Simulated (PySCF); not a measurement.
# OZr: the cost of one run

Computed with PySCF 2.14.0 (relaxation, b3lyp, def2-tzvpd, and further levels as typed in the inputs, unless a step's input says otherwise).

## (1) The system as given

Bond lengths: Zr1–O2 1.710 Å.

Structure file:

```xyz
2

Zr    0.0000    0.0000    0.0000
O     0.0000    0.0000    1.7100
```

## (2) Relaxation: OZr

run.py reads:

```python
from pyscf import gto, dft
from pyscf.geomopt.geometric_solver import optimize
mol = gto.M(atom="mol.xyz", basis="def2-tzvpd", verbose=4)
mol.set(ecp='def2-tzvpd').build()
mf = dft.RKS(mol, xc="b3lyp").density_fit().run(conv_tol=1e-9)
m = optimize(mf, maxsteps=60)
print("optimised structure (A):")
for k in range(m.natm): print(m.atom_symbol(k), *(f"{x:.8f}" for x in m.atom_coords(unit="A")[k]))
```

Started as:

```console
python run.py
```

**Question.** How long does this run take on 2 threads of Intel Xeon Platinum 8375C at 2.90GHz (Ice Lake), shared host?

About 8.1 s.
